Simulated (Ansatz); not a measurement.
# HfW: the cost of one run

Computed with Ansatz 0.2.0 (DFT PBE, scalar-relativistic, plane waves, PAW, unless a step's input says otherwise).

**1. The structure to begin with**

Symmetry: Cmcm, No. 63, orthorhombic system. Conventional cell: a = 3.896 Å, b = 10.265 Å, c = 3.879 Å, α = 90.00°, β = 90.00°, γ = 90.00°. Around Hf (site symmetry m2m) lie 7 W at 2.84 to 3.01 Å. W (site symmetry m2m) is surrounded by 2 W at 2.51 Å and 5 Hf at 2.84 Å.

As a file:

```cif
data_structure
_symmetry_space_group_name_H-M 'P 1'
_symmetry_Int_Tables_number 1
_cell_length_a 5.4897
_cell_length_b 5.4897
_cell_length_c 3.8795
_cell_angle_alpha 90.000
_cell_angle_beta 90.000
_cell_angle_gamma 138.431
_cell_volume 77.57
loop_
_atom_site_label
_atom_site_type_symbol
_atom_site_fract_x
_atom_site_fract_y
_atom_site_fract_z
_atom_site_occupancy
Hf1 Hf 0.35440 0.64560 0.75000 1
Hf2 Hf 0.64560 0.35440 0.25000 1
W1 W 0.07760 0.92240 0.75000 1
W2 W 0.92240 0.07760 0.25000 1
```

This is candidate A: ZrSi type (Cmcm, No. 63).

(A quick probe on a coarse mesh, which set the mesh and smearing, is not shown.)

**3. A loose first relaxation (candidate A)**

input.yaml reads:

```yaml
crystal:
  lattice:
    - [1.9480110451, -5.1324191111, 0.0]
    - [1.9480110451, 5.1324191111, 0.0]
    - [0.0, 0.0, 3.8794608911]
  atoms:
    - { symbol: Hf, position: [0.3544, 0.6456, 0.75] }
    - { symbol: Hf, position: [0.6456, 0.3544, 0.25] }
    - { symbol: W, position: [0.0776, 0.9224, 0.75] }
    - { symbol: W, position: [0.9224, 0.0776, 0.25] }
basis:
  ecutwfc: 420
kpoints:
  mp_grid: { grid: [6, 6, 4] }
hamiltonian:
  xc: pbe
scf:
  occupations: { method: gaussian, width: 0.1 }
  lower_state_search: "off"
output:
  forces: true
  stress: true
  eigenvalues: true
relax:
  adjacent_minimum: "off"
  f_tol: 0.04
  max_steps: 70
  cell: { stress_tol: 0.4 }
```

What time and memory should one allow on 1 thread of an Arm CPU, shared host?

About 95 s, with a peak of 0.45 GiB.
